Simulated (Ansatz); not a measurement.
# CH3NOSi (SMILES O=C=N[SiH3]): a rigid scan of the angle H7–Si4–H6

The task here is to estimate one member of a computed series from the others.

Computed with Ansatz 0.2.0, Gaussian basis. Level: single points in def2-TZVPP.

Levels: PBE-D4, r2SCAN-D4, PBE0-D4, B3LYP-D4, wB97M-V, Hartree-Fock, MP2, CCSD, CCSD(T). The scan takes 86.0, 92.0, 98.0, 110.0, 116.0, 122.0, 128.0, 134.0°.

Cores are frozen in the correlated methods. B3LYP uses VWN-RPA correlation.

28 further runs of the same task are left out: 1 that didn't finish, 27 set aside as unsound or not needed.

## The starting structure

7 atoms, charge 0, spin multiplicity 1.

Atoms are counted from 1 here; the program's logs count them from 0.

Bond lengths: O1–C2 1.226 Å, C2–N3 1.184 Å, N3–Si4 1.677 Å, Si4–H5 1.431 Å, Si4–H6 1.526 Å, Si4–H7 1.510 Å. Angles: O1–C2–N3 178.9°, C2–N3–Si4 164.8°, N3–Si4–H5 114.1°, N3–Si4–H6 108.6°, N3–Si4–H7 106.7°, H5–Si4–H6 111.3°, H5–Si4–H7 109.5°, H6–Si4–H7 106.3°.

As a file:

```xyz
7

O     0.96550   -2.48480    1.47640
C     0.70490   -1.45770    0.85880
N     0.46510   -0.47440    0.24500
Si   -0.28950    0.82490   -0.49910
H     0.60840    1.71970   -1.16250
H    -1.13510    1.55730    0.53840
H    -1.25800    0.24690   -1.50270
```

Set-up of the first run:

Contents of pre/in.yaml:

```yaml
crystal:
  periodic: [false, false, false]
  atoms:
    - {symbol: O, position_ang: [0.965500, -2.484800, 1.476400]}
    - {symbol: C, position_ang: [0.704900, -1.457700, 0.858800]}
    - {symbol: N, position_ang: [0.465100, -0.474400, 0.245000]}
    - {symbol: Si, position_ang: [-0.289500, 0.824900, -0.499100]}
    - {symbol: H, position_ang: [0.608400, 1.719700, -1.162500]}
    - {symbol: H, position_ang: [-1.135100, 1.557300, 0.538400]}
    - {symbol: H, position_ang: [-1.258000, 0.246900, -1.502700]}
basis:
  gaussian: {orbitals: def2-SVP}
hamiltonian: {xc: pbe, dispersion: d4}
relax: {f_tol: 0.03, max_steps: 250}
```

The command line of these runs was not kept.

Among the steps run: A first relaxation in a small basis; Relaxation at PBE0-D4; Reference energies at the minimum; H7–Si4–H6 = 86.0°; H7–Si4–H6 = 92.0°; H7–Si4–H6 = 98.0°; H7–Si4–H6 = 110.0°; H7–Si4–H6 = 116.0°; H7–Si4–H6 = 122.0°; H7–Si4–H6 = 128.0°; H7–Si4–H6 = 134.0°.

One of the session's tables, all rows but one given; the rest of the session is left out.

It belongs to the step «The curves». Energies less that of the minimum at the same level (kcal/mol):

```
      angle (°)  PBE-D4  PBE0-D4  B3LYP-D4  wB97M-V  Hartree-Fock
           86.0     8.9      9.5       9.6      9.7          11.3
           92.0     5.0      5.3       5.4      5.4           6.3
           98.0     2.2      2.3       2.4      2.4           2.8
          110.0     0.0      0.0       0.0      0.0           0.0
110.0 (minimum)     0.0      0.0       0.0      0.0           0.0
          116.0       ?        ?         ?        ?             ?
          122.0     2.2      2.3       2.3      2.3           2.7
          128.0     4.9      5.1       5.2      5.1           6.0
          134.0     8.6      9.0       9.2      9.1          10.6
```

Q: Estimate the row for angle (°) = 116.0 from the others.

**Answer.** PBE-D4: 0.6; PBE0-D4: 0.6; B3LYP-D4: 0.6; wB97M-V: 0.6; Hartree-Fock: 0.7.

Caveats from the session: A polynomial through the near points puts the CCSD(T) minimum at the PBE0-D4 value.
